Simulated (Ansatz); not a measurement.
Working through a comparison of norm-conserving and PAW potentials of GeCN₂, space group R-3m

Computed with the Python package of Ansatz (0.2.0).

Notebook, run cell by cell (the value of a cell's last expression is shown):

**Cell 1**
```python
import ansatz
import numpy as np
from pymatgen.core import Lattice, Structure
from pymatgen.io.ase import AseAtomsAdaptor
```

**Cell 2**
```python
def count_gap(report):
    # lowest empty less highest filled band, counting bands; zero where they overlap
    return max(report.get("gap_by_band_count_ev") or 0.0, 0.0)
```

**Cell 3**
```python
pmg_structure = Structure(
    Lattice([(1.79379, 1.035645, 4.921957), (-1.79379, 1.035645, 4.921957), (0.0, -2.071291, 4.921957)]),
    ["Ge", "C", "N", "N"],
    [
        (0.0, 0.0, 0.0),
        (0.5, 0.5, 0.5),
        (0.416096, 0.416096, 0.416096),
        (0.583904, 0.583904, 0.583904),
    ],
)
xtal = ansatz.Crystal.from_ase(AseAtomsAdaptor.get_atoms(pmg_structure))
```

**Cell 4**
```python
[site.symbol for site in xtal.resolved().sites]
```
Output:
```text
['Ge', 'C', 'N', 'N']
```

**Cell 5**
```python
calculation = (
    xtal.calculation()
    .functional("pbe")
    .kpoints(6, 6, 6)
    .occupations("Fixed")
    .stress()
    .forces()
    .band_table()
)
variants = {
    "PAW": calculation.pseudopotentials("paw"),
    "norm-conserving": calculation.pseudopotentials("nc"),
}
rows = []
for label, variant in variants.items():
    summary = variant.run(threads=1).report
    levels = np.array(summary["eigenvalues_ev"][0]) - summary["fermi_energy_ev"]
    print(label, "levels at the first k-point near E_F:", np.round(levels[np.abs(levels) < 5], 3))
    rows.append((label, summary["n_electrons"], np.trace(summary["stress_gpa"]) / 3, float(np.abs(summary["forces_ev_ang"]).max()), count_gap(summary)))
lines = [",".join(["treatment", "electrons in bands", "P GPa", "max force component eV/A", "gap by band count eV"])] + [",".join(f"{v:.4f}" if isinstance(v, float) else str(v) for v in row) for row in rows]
print("\n".join(lines))
with open("nc_paw.csv", "w") as handle:
    handle.write("\n".join(lines) + "\n")
```
Output:
```text
DeckWarning: basis.ecutwfc = 420 eV, auto-derived from the records' recommended cutoffs: set by Ge (normal level)
PAW levels at the first k-point near E_F: [-2.168 -1.908 -1.908  2.491  3.24   3.24 ]
DeckWarning: basis.ecutwfc = 1240 eV, auto-derived from the records' recommended cutoffs: set by N (normal level)
norm-conserving levels at the first k-point near E_F: [-2.143 -1.913 -1.913  2.498  3.238  3.238]
treatment,electrons in bands,P GPa,max force component eV/A,gap by band count eV
PAW,28.0000,0.0380,0.0188,1.0445
norm-conserving,28.0000,-0.1380,0.0886,1.0390
```

PAW gives 0.038 GPa and norm-conserving -0.138 GPa, 0.18 GPa apart. They took 2.0 and 7.6 s of processor time.

Semilocal gaps usually lie well under measured ones. The computed bands are complete only to about 4.9 eV above the Fermi level. The Fermi level of a run with fixed occupations marks the highest occupied state on its mesh, not mid-gap. This cell is a computed structure, which may not be the phase found in nature. Levels are Kohn-Sham eigenvalues on this mesh, without spin-orbit coupling. Warnings are shown shortened and without file and line. Stress is positive in compression. Finished in 11 s on 1 thread of Arm Neoverse V1 (shared host), peak memory 0.48 GiB.
